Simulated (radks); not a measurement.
# Ionising krypton step by step, Kr¹⁰⁺ to Kr¹⁶⁺

The task here is to estimate one member of a computed series from the others.

Program: radks (a radial shooting solver on a logarithmic mesh, Libxc functionals) version 1. Level of theory: scalar-relativistic Kohn-Sham, r2SCAN, spin-polarised, spherical densities, finite nucleus; open shells are filled with parallel spins first. These are calculated values, not measurements, unless marked.

## The system

| Quantity | Value |
| --- | --- |
| element | krypton (Z = 36) |
| charges | 10 to 16 |
| first configuration | [Ar] 3d8 |
| last configuration | [Ar] 3d2 |

The outer shells:

Kr¹⁰⁺
```
[Ar] core
3d [↑↓][↑↓][↑↓][↑ ][↑ ]
```

Kr¹⁶⁺
```
[Ar] core
3d [↑ ][↑ ][  ][  ][  ]
```

The first run:

The run's settings:

```text
Z 36
configuration [Ar] 3d8 4s0 4p0
relativity scalar-relativistic
functional r2scan,r2scan
spin polarised
nucleus finite rms 4.1884 fm
c 137.035999084
```

Steps of the session up to this table: Kr¹⁰⁺, [Ar] 3d8; Kr¹¹⁺, [Ar] 3d7; Kr¹²⁺, [Ar] 3d6; Kr¹³⁺, [Ar] 3d5; Kr¹⁴⁺, [Ar] 3d4; Kr¹⁵⁺, [Ar] 3d3; Kr¹⁶⁺, [Ar] 3d2.

One of the session's tables, all rows but one given; the rest of the session is left out.

| species | Δ-SCF (eV) | −ε(HOMO) (eV) |
| --- | --- | --- |
| Kr¹⁰⁺ | ? | ? |
| Kr¹¹⁺ | 348.71 | 328.77 |
| Kr¹²⁺ | 389.45 | 368.97 |
| Kr¹³⁺ | 449.03 | 426.75 |
| Kr¹⁴⁺ | 494.63 | 471.69 |
| Kr¹⁵⁺ | 541.53 | 517.96 |

**Question.** Estimate the row for Kr¹⁰⁺.

**Answer.** Δ-SCF (eV): 309.15; −ε(HOMO) (eV): 289.87. In the column «Δ-SCF (eV)» it is the lowest.

Minus the highest eigenvalue gives 94 to 96 % of the Δ-SCF value along the ladder. Open shells are spherical and high-spin; term and fine-structure splittings are not resolved.
